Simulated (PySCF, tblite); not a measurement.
**C3H10BN: geometry, infrared bands, NMR shifts and spin-spin couplings**

Wanted: the infrared bands, NMR shifts and spin-spin couplings of C3H10BN (`CC(C)BN`), by calculation.

The runs use tblite 0.8.0 and PySCF 2.14.0, with density-fitted response routines of our own; the level of theory stands in each step. All values are computed, except where a source is named. Atoms are numbered from 0 throughout.

### Step 1. The molecule as given

15 atoms, charge 0, multiplicity 1; geometry from: force field or distance geometry start.

Bonds of the start (Å): C0–C1 1.52, C1–C2 1.52, C1–B3 1.61, B3–N4 1.52, C0–H5 1.12, C0–H6 1.11, C0–H7 1.11, C1–H8 1.12, C2–H9 1.12, C2–H10 1.10, C2–H11 1.11, B3–H12 1.18, N4–H13 1.05, N4–H14 1.04.

### Step 2. Optimising the geometry with GFN2-xTB

Job settings and geometry (Å):

```
{"job": {"kind": "relax", "xc": "GFN2-xTB", "basis": "xTB"}, "charge": 0, "multiplicity": 1}
C     -1.571500    -0.757300     0.392500
C     -0.324300     0.115300     0.479600
C     -0.462600     1.378500    -0.348500
B      0.973200    -0.710300     0.020300
N      2.357100    -0.093300     0.132900
H     -2.467500    -0.182900     0.749000
H     -1.763600    -1.068600    -0.660000
H     -1.471400    -1.654200     1.035600
H     -0.170400     0.400600     1.553000
H     -1.359300     1.960700    -0.004100
H      0.421300     2.028500    -0.243100
H     -0.610100     1.128800    -1.425100
H      0.853200    -1.821600    -0.367900
H      3.051800    -0.812800    -0.188400
H      2.539500     0.096800     1.139900
```

Run with:

```sh
OMP_NUM_THREADS=1 python probes_run.py task.json out
```

One launch serves the whole session: the jobs run in the order shown.

**Question.** This job is followed by: GFN2-xTB harmonic vibrations, gas phase; GIAO PBE0/pcSseg-1 NMR shielding, non-relativistic, gas phase; B3LYP/pcJ-1 indirect spin-spin coupling, non-relativistic, gas phase. What will the session give for the following? strongest single infrared mode (GFN2-xTB); zero-point energy (GFN2-xTB); ¹³C shifts against TMS (PBE0/pcSseg-1, means over atoms taken as alike); ¹H shifts against TMS (PBE0/pcSseg-1, means over atoms taken as alike); ¹¹B shifts against BF3·OEt2 (PBE0/pcSseg-1); ¹⁵N shifts against NH3 (PBE0/pcSseg-1); surface potential, 1st and 99th percentile; largest coupling of the table (B3LYP/pcJ-1).

The runs gave:

```
                                                               quantity                       value
                              strongest single infrared mode (GFN2-xTB)        635 cm⁻¹, 230 km/mol
                                           zero-point energy (GFN2-xTB)               82.7 kcal/mol
¹³C shifts against TMS (PBE0/pcSseg-1, means over atoms taken as alike)              27.0, 21.4 ppm
 ¹H shifts against TMS (PBE0/pcSseg-1, means over atoms taken as alike)  4.70, 4.13, 0.99, 0.70 ppm
                            ¹¹B shifts against BF3·OEt2 (PBE0/pcSseg-1)                    41.6 ppm
                                 ¹⁵N shifts against NH3 (PBE0/pcSseg-1)                   112.8 ppm
                                  surface potential, 1st and 99th percentile          -0.50 V and 1.65 V
                            largest coupling of the table (B3LYP/pcJ-1)    ¹J(B,H) B3–H12, 133.5 Hz
```

Over 107 steps the energy fell by 0.876 eV; of the close pairs, B3–N4 changed most, 1.519 to 1.380 Å. All 39 modes are real, so the xTB geometry is a minimum. The strongest single mode, at 635 cm⁻¹, is spread over several atoms, H14, H13, N4 among them. Unscaled tight-binding wavenumbers are off by several per cent, some by more. Its intensities can rank the bands wrongly. At PBE0/pcSseg-1: The largest span, 145 ppm, is at N4, where the paramagnetic term is -161 ppm. Of the pairs tabulated at B3LYP/pcJ-1, B3–H12 couples most strongly (133.5 Hz; Fermi contact 133.6 Hz). Couplings across rotatable bonds belong to this one conformer; where others are populated, the observed values are averages.
